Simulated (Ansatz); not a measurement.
# CHCl2NOSi: basis-set convergence

Aim: see how fast density functionals converge with the basis set for CHCl2NOSi.

Method: one geometry, several basis sets; program: Ansatz 0.2.0, Gaussian basis.

The runs, in order: PBE0-D4/def2-SVP; ωB97M-V/def2-SVP; PBE0-D4/def2-QZVPP; ωB97M-V/def2-QZVPP; the functionals' def2-TZVPP values are taken from earlier runs.

### Step 1. Structure used throughout

An earlier PBE0-D4 in a triple-zeta def2 set relaxation fixed the geometry.

SMILES `O=C=N[SiH](Cl)Cl`, 7 atoms, charge 0, spin multiplicity 1.

Atoms are counted from 1 here; the program's logs count them from 0.

Bond lengths: O1–C2 1.159 Å, C2–N3 1.199 Å, N3–Si4 1.690 Å, Si4–Cl5 2.033 Å, Si4–Cl6 2.033 Å, Si4–H7 1.467 Å. Angles: O1–C2–N3 177.2°, C2–N3–Si4 153.9°, N3–Si4–Cl5 109.7°, N3–Si4–Cl6 109.7°, N3–Si4–H7 109.3°, Cl5–Si4–Cl6 109.3°, Cl5–Si4–H7 109.4°, Cl6–Si4–H7 109.4°.

### Step 2. PBE0-D4 in def2-SVP

Input file in.yaml:

```yaml
crystal:
  periodic: [false, false, false]
  atoms:
    - {symbol: O, position_ang: [-0.112585, -1.000181, -2.829508]}
    - {symbol: C, position_ang: [-0.104006, -0.806653, -1.686829]}
    - {symbol: N, position_ang: [-0.106431, -0.663201, -0.496092]}
    - {symbol: Si, position_ang: [0.034826, 0.243138, 0.923518]}
    - {symbol: Cl, position_ang: [1.883255, 1.085360, 1.018806]}
    - {symbol: Cl, position_ang: [-1.373216, 1.710111, 0.943808]}
    - {symbol: H, position_ang: [-0.160643, -0.636574, 2.080599]}
basis:
  gaussian: {orbitals: def2-SVP}
hamiltonian: {xc: pbe0, dispersion: d4}
output: {orbitals: {seedname: orbitals}}
```

The run is started by

```bash
> ansatz run in.yaml --threads 4 --pin off --events-out ev --progress --plain --max-ram 10444MiB
```

After this run come: ωB97M-V in def2-SVP; PBE0-D4 in def2-QZVPP; ωB97M-V in def2-QZVPP.

Before running them: what should the planned runs give, taken together? Wanted: PBE0-D4: double and triple zeta above quadruple; ωB97M-V: double and triple zeta above quadruple.

**Answer**, as computed:

| quantity | value |
| --- | --- |
| PBE0-D4: double and triple zeta above quadruple | 18.13, 1.24 eV |
| ωB97M-V: double and triple zeta above quadruple | 18.08, 1.16 eV |

In words: PBE0-D4 gains 16.89 eV from double to triple zeta, then 1.24 eV more. These are total energies; as a rule much of such shifts cancels in differences, which this series doesn't test. The LUMO of ωB97M-V is positive and keeps falling with the basis (2.11 to 1.47 eV): an unbound level that the basis holds in place.
